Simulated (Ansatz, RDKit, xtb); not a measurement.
# Isomers of C4H6AlBr, a sample narrowed down

A sample of isomers of C4H6AlBr is drawn. Aim: find which of them has the lowest free energy at 298.15 K, then its properties. The sample is small against all isomers, and the most stable one of this formula need not be in it.

Plan: many cheap relaxations first (GFN2-xTB), then density-functional screening, relaxation at B3LYP-D3(BJ)/def2-SVP, vibrations (at GFN2-xTB) and a final energy. The numbers are computed, not measured.

2 further runs of the same task are left out: 2 set aside as unsound or not needed.

## Step 1: Drawing up candidates

Isomers were taken from a list of plausible structures; this is a sample, not all of them. That gives 4 candidates.

```
label                   SMILES     spin
 c012  C#C[C@@H](Br)[AlH][CH3]  singlet
 c567  C#C[CH2][Al]([CH3])[Br]  singlet
 c687  C#[C][Al]([CH3])[CH2]Br  singlet
 c723     C#C[CH2][AlH][CH2]Br  singlet
```

Candidates are built by distance geometry, with a force field where one applies, in up to four conformers (letters a to d).

Q: Predict the outcome of this search (final energies at CCSD(T)/def2-SVP + MP2/def2-TZVPP - MP2/def2-SVP).

| quantity | value |
| --- | --- |
| lowest structure found | C#C[CH2][Al]([CH3])[Br], singlet |
| next finalist | [CH][C][CH]1[Br][AlH]1[CH3] ‡, singlet, 49.6 kcal/mol higher in G |
| share at equilibrium, among the finalists | 100.0 % |

The search ends on `C#C[CH2][Al]([CH3])[Br]`. Among the finalists first place is clear (49.6 kcal/mol); structures outside the list aren't covered. GFN2-xTB, HF/STO-3G, r2SCAN-D4/def2-SVP, B3LYP-D3(BJ)/def2-SVP, HF/def2-SVP and MP2/def2-SVP already put its bonding pattern lowest among the structures in one piece. One minimum inside the window was never screened. Lowest found is not proven lowest: the search is finite, and each finalist counts with one conformer. Only 4 drawn patterns were tried, so whole families of isomers are missing, and the result ranks this sample alone. The lowest isomer need not be the one that is made and kept in a bottle, which depends on barriers.

‡ marks the bonded skeleton alone, with all bonds drawn single: no Lewis structure was assigned that passes a check against the bond lengths.
